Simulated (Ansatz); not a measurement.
**CH₅ClGeS: a ladder of functionals and wavefunction methods**

The task here is to estimate one member of a computed series from the others.

Computed with Ansatz 0.2.0, Gaussian basis. Level: functionals in def2-TZVPP, the program's frozen cores in correlated methods.

Plan: PBE-D4, r2SCAN-D4, PBE0-D4, B3LYP-D4, ωB97X-V, ωB97M-V, B2PLYP; CCSD(T)/def2-TZVPP; MP2/def2-QZVPP; extrapolation to the limit.

### The relaxed structure

An earlier PBE0-D4 in a triple-zeta def2 set relaxation fixed the geometry.

SMILES `S[CH2][GeH2][Cl]`, 9 atoms, charge 0, spin multiplicity 1.

Atoms are counted from 1 here; the program's logs count them from 0.

Bond lengths: S1–C2 1.805 Å, S1–H5 1.344 Å, C2–Ge3 1.953 Å, C2–H6 1.091 Å, C2–H7 1.093 Å, Ge3–Cl4 2.164 Å, Ge3–H8 1.538 Å, Ge3–H9 1.532 Å. Angles: C2–S1–H5 96.8°, S1–C2–Ge3 112.6°, S1–C2–H6 111.5°, S1–C2–H7 106.1°, Ge3–C2–H6 110.5°, Ge3–C2–H7 108.0°, H6–C2–H7 107.9°, C2–Ge3–Cl4 106.1°, C2–Ge3–H8 112.8°, C2–Ge3–H9 111.8°, Cl4–Ge3–H8 106.1°, Cl4–Ge3–H9 106.8°, H8–Ge3–H9 112.6°.

The first run:

File in.yaml:

```yaml
crystal:
  periodic: [false, false, false]
  atoms:
    - {symbol: S, position_ang: [0.415956, 1.827897, -0.898474]}
    - {symbol: C, position_ang: [0.933210, 0.209308, -0.289370]}
    - {symbol: Ge, position_ang: [-0.451461, -0.673205, 0.767608]}
    - {symbol: Cl, position_ang: [-2.164858, -0.878234, -0.537791]}
    - {symbol: H, position_ang: [-0.737634, 1.426290, -1.459276]}
    - {symbol: H, position_ang: [1.263041, -0.437835, -1.103400]}
    - {symbol: H, position_ang: [1.791070, 0.391232, 0.362774]}
    - {symbol: H, position_ang: [-0.063172, -2.100431, 1.187333]}
    - {symbol: H, position_ang: [-0.897752, 0.188881, 1.953396]}
basis:
  gaussian: {orbitals: def2-TZVPP}
hamiltonian: {xc: pbe, dispersion: d4}
output: {forces: true, orbitals: {seedname: orbitals}}
```

Command:

```sh
$ ansatz run in.yaml --threads 4 --pin off --events-out ev --progress --plain --max-ram 10444MiB
```

Steps of the session up to this table: PBE-D4 (GGA); r2SCAN-D4 (meta-GGA); PBE0-D4 (hybrid); B3LYP-D4 (hybrid); ωB97X-V (range-separated); ωB97M-V (range-separated); B2PLYP (double hybrid); CCSD(T) in def2-TZVPP; MP2 in def2-QZVPP.

One of the session's tables, all rows but one given; the rest of the session is left out.

| method | atomisation energy (kJ/mol) |
| --- | --- |
| PBE-D4 | 2810.6 |
| r2SCAN-D4 | 2796.0 |
| PBE0-D4 | 2782.4 |
| B3LYP-D4 | 2761.7 |
| ωB97X-V | 2805.2 |
| ωB97M-V | 2789.7 |
| B2PLYP | 2735.0 |
| HF/def2-TZVPP | 2016.9 |
| MP2/def2-TZVPP | ? |
| CCSD/def2-TZVPP | 2682.9 |
| CCSD(T)/def2-TZVPP | 2726.3 |
| MP2/CBS | 2816.8 |
| CCSD(T)/CBS | 2794.8 |

**Question.** Estimate the row for MP2/def2-TZVPP.

The run gave: atomisation energy (kJ/mol): 2748.3. In the column «atomisation energy (kJ/mol)» it lies between B2PLYP (2735.0) and B3LYP-D4 (2761.7).
